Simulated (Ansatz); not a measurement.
# SiEt(OAc)3 (C₈H₁₄O₆Si): structure and electronic state

What does SiEt(OAc)3 (C₈H₁₄O₆Si) look like as a singlet, and where do its frontier electrons sit?

Computed with Ansatz 0.2.0, Gaussian basis. Level: RKS PBE0-D4/def2-TZVP.

Plan: relaxation at PBE-D4/def2-SVP; a single point at PBE0-D4/def2-TZVP.

5 further runs of the same task are left out: 3 that didn't finish, 2 set aside as unsound or not needed. Runs told in other sessions of the task aren't counted.

## (1) Where the work starts

29 atoms, charge 0, spin multiplicity 1.

Atoms are counted from 1 here; the program's logs count them from 0.

Bond lengths: Si1–C2 1.892 Å, Si1–O9 1.645 Å, Si1–O16 1.651 Å, Si1–O23 1.647 Å, C2–C3 1.530 Å, C2–H4 1.091 Å, C2–H5 1.090 Å, C3–H6 1.087 Å, C3–H7 1.087 Å, C3–H8 1.087 Å, O9–C10 1.339 Å, C10–C11 1.501 Å, C10–O12 1.197 Å, C11–H13 1.086 Å, C11–H14 1.087 Å, C11–H15 1.088 Å, O16–C17 1.342 Å, C17–C18 1.494 Å and more. Angles: C2–Si1–O9 116.9°, C2–Si1–O16 115.5°, C2–Si1–O23 106.5°, O9–Si1–O16 103.4°, O9–Si1–O23 104.0°, O16–Si1–O23 109.9°, Si1–C2–C3 113.1°, Si1–C2–H4 110.0°, Si1–C2–H5 109.1°, C3–C2–H4 109.2°, C3–C2–H5 108.4°, H4–C2–H5 106.9°, C2–C3–H6 110.3°, C2–C3–H7 110.8°, C2–C3–H8 110.1°, H6–C3–H7 108.7°, H6–C3–H8 108.3°, H7–C3–H8 108.5° and more.

Coordinates:

```xyz
29

Si    0.1145    0.0870    0.3225
C    -0.0830   -0.3253    2.1588
C     0.9528   -1.3327    2.6631
H    -1.0844   -0.7151    2.3491
H     0.0162    0.5907    2.7420
H     0.7793   -1.5600    3.7122
H     0.9014   -2.2567    2.0938
H     1.9538   -0.9215    2.5634
O     1.6297    0.4632   -0.1969
C     2.5339    1.2236    0.4332
C     3.7946    1.3637   -0.3687
O     2.3385    1.7042    1.5120
H     4.4615    2.0755    0.1079
H     3.5486    1.6864   -1.3767
H     4.2790    0.3918   -0.4354
O    -0.8022    1.3462   -0.2260
C    -2.1172    1.2122   -0.4578
C    -2.6366    2.2613   -1.3862
O    -2.7584    0.3248    0.0327
H    -3.7197    2.3097   -1.3322
H    -2.3362    1.9712   -2.3924
H    -2.1874    3.2224   -1.1548
O    -0.2614   -1.2845   -0.5086
C    -1.0139   -1.3973   -1.6141
C    -1.6626   -2.7451   -1.7054
O    -1.1468   -0.5082   -2.4057
H    -2.0212   -2.9212   -2.7148
H    -2.5069   -2.7471   -1.0176
H    -0.9659   -3.5190   -1.3975
```

The start is a GFN2-xTB geometry.

## (2) Optimising with PBE-D4/def2-SVP

File in.yaml:

```yaml
crystal:
  periodic: [false, false, false]
  atoms:
    - {symbol: Si, position_ang: [0.114520, 0.087010, 0.322490]}
    - {symbol: C, position_ang: [-0.082970, -0.325340, 2.158810]}
    - {symbol: C, position_ang: [0.952800, -1.332670, 2.663120]}
    - {symbol: H, position_ang: [-1.084400, -0.715150, 2.349110]}
    - {symbol: H, position_ang: [0.016160, 0.590680, 2.742040]}
    - {symbol: H, position_ang: [0.779260, -1.560030, 3.712170]}
    - {symbol: H, position_ang: [0.901450, -2.256740, 2.093830]}
    - {symbol: H, position_ang: [1.953810, -0.921520, 2.563420]}
    - {symbol: O, position_ang: [1.629690, 0.463210, -0.196940]}
    - {symbol: C, position_ang: [2.533910, 1.223640, 0.433170]}
    - {symbol: C, position_ang: [3.794650, 1.363670, -0.368690]}
    - {symbol: O, position_ang: [2.338460, 1.704240, 1.512050]}
    - {symbol: H, position_ang: [4.461450, 2.075450, 0.107900]}
    - {symbol: H, position_ang: [3.548590, 1.686390, -1.376690]}
    - {symbol: H, position_ang: [4.279020, 0.391770, -0.435390]}
    - {symbol: O, position_ang: [-0.802150, 1.346190, -0.225990]}
    - {symbol: C, position_ang: [-2.117180, 1.212150, -0.457780]}
    - {symbol: C, position_ang: [-2.636640, 2.261280, -1.386160]}
    - {symbol: O, position_ang: [-2.758400, 0.324810, 0.032720]}
    - {symbol: H, position_ang: [-3.719740, 2.309730, -1.332160]}
    - {symbol: H, position_ang: [-2.336170, 1.971190, -2.392390]}
    - {symbol: H, position_ang: [-2.187420, 3.222430, -1.154820]}
    - {symbol: O, position_ang: [-0.261370, -1.284470, -0.508590]}
    - {symbol: C, position_ang: [-1.013940, -1.397320, -1.614100]}
    - {symbol: C, position_ang: [-1.662640, -2.745090, -1.705430]}
    - {symbol: O, position_ang: [-1.146760, -0.508230, -2.405730]}
    - {symbol: H, position_ang: [-2.021170, -2.921200, -2.714840]}
    - {symbol: H, position_ang: [-2.506930, -2.747070, -1.017600]}
    - {symbol: H, position_ang: [-0.965890, -3.519020, -1.397540]}
basis:
  gaussian: {orbitals: def2-SVP}
hamiltonian: {xc: pbe, dispersion: d4}
scf: {lower_state_search: "off"}
output: {orbitals: {seedname: orbitals}}
relax: {f_tol: 0.03, max_steps: 70}
```

Command:

```
$ ansatz run in.yaml --threads 4 --pin off --events-out ev --progress --plain --max-ram 6963MiB
```

Further steps of the session: Single point, PBE0-D4/def2-TZVP.

**Question.** What will the summary of the whole plan be? Wanted: point group; commonest bond, hydrogen aside; HOMO, LUMO at PBE0-D4/def2-TZVP; dipole at PBE-D4/def2-SVP.

As calculated:

| quantity | value |
| --- | --- |
| point group | C1 |
| commonest bond, hydrogen aside | C–O, 6 of mean length 1.290 Å |
| HOMO, LUMO at PBE0-D4/def2-TZVP | -8.06, -0.24 eV |
| dipole at PBE-D4/def2-SVP | 1.81 D |

In words: The molecule keeps its bonding pattern by the stored test; the atoms moved 0.32 Å (rms). No usable vibrations, so a minimum isn't proven. The HOMO lies nearest to O26 62 %; O23 9 % and the LUMO to C10 36 %; O12 20 %. The point group is read from a loosely relaxed geometry; soft torsions can leave it below the true symmetry.
